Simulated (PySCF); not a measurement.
# CH5FO2Si2: the cost of one run

Computed with PySCF 2.14.0, with density-fitted response routines of our own, on a single molecule in the gas phase. Atoms are numbered from 0 throughout.

## (1) Starting geometry

11 atoms, charge 0, multiplicity 1; geometry from: GFN2-xTB.

Bonds of the start (Å): F0–Si1 1.60, Si1–O2 1.61, O2–C3 1.42, C3–Si4 1.93, Si4–O5 1.63, O5–Si1 1.63, Si1–H6 1.44, C3–H7 1.09, C3–H8 1.09, Si4–H9 1.46, Si4–H10 1.46.

## (2) Ultraviolet spectrum: wB97X-D/def2-SVPD

What the job is given:

```
{"job": {"kind": "uv", "xc": "wB97X-D", "basis": "def2-SVPD", "nstates": 8, "ntriplets": 3}, "charge": 0, "multiplicity": 1}
F      1.962251    -0.565306    -1.914557
Si     1.392168    -0.609877    -0.424795
O      1.047234     0.885736     0.071885
C     -0.287631     1.160488     0.484328
Si    -1.333451    -0.406058     0.067250
O     -0.081213    -1.314928    -0.450035
H      2.282579    -1.357574     0.419628
H     -0.608378     2.063896    -0.039430
H     -0.261800     1.393316     1.552764
H     -2.237591    -0.202397    -1.054452
H     -1.868742    -1.044627     1.261451
```

With the program's defaults for keys left out, this is: TDDFT wB97X-D/def2-SVPD, vertical, gas phase, core orbitals frozen in the response.

Launch:

```
$ OMP_NUM_THREADS=1 python probes_run.py task.json out
```

One launch serves the whole session: the jobs run in the order shown.

**Question.** How long does this first job take on 1 thread of Arm Neoverse V1, shared host, and how much memory does it need?

About 28 s, with a peak of 0.73 GiB.
